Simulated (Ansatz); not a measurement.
The system is Ta3AsAu2O13.

```
CELL_PARAMETERS angstrom
5.45204 0.00000 0.00000
-2.72602 4.72161 0.00000
0.00000 0.00000 9.57902
ATOMIC_POSITIONS crystal
Ta 0.00000 0.00000 0.19408
Ta 0.00000 0.00000 0.80592
Ta 0.66667 0.33333 0.00000
As 0.00000 0.00000 0.50000
Au 0.33333 0.66667 0.27428
Au 0.33333 0.66667 0.72572
O 0.00000 0.00000 0.00000
O 0.23947 0.97129 0.36402
O 0.02871 0.26818 0.36402
O 0.73182 0.76053 0.36402
O 0.23947 0.97129 0.63598
O 0.02871 0.26818 0.63598
O 0.73182 0.76053 0.63598
O 0.38452 0.33425 0.85844
O 0.66575 0.05026 0.85844
O 0.94974 0.61548 0.85844
O 0.38452 0.33425 0.14156
O 0.66575 0.05026 0.14156
O 0.94974 0.61548 0.14156
```

The cell was built by a generator and needn't be a form met in nature.

Program: Ansatz 0.2.0. Alike in all runs: potentials or basis Ansatz PAW; no spin polarisation; cell as given; k mesh 6 × 6 × 3; cutoff (eV) 420; smearing fermi-dirac 0.05 eV.

Task: Order these runs on this cell by their pressure, lowest first.
A. level RPBE; points for each segment of the path 10
B. level PBE
C. level PBE+U; U Au d U = 8 eV, Ta d U = 8 eV; hubbard projectors ortho-atomic (the default); double counting fll (the default)
D. level PBE+U; U Au d U = 4 eV, Ta d U = 4 eV; hubbard projectors ortho-atomic (the default); double counting fll (the default)

Result: B (-0.2 GPa), D (2.2 GPa), A (3.7 GPa), C (5.4 GPa).

Caveats: U without spin polarisation on a metal has little footing (some runs); the PAW data sets come from PBE, with cores solved anew for the run's functional, which leaves a small shift of forces and pressure (some runs).
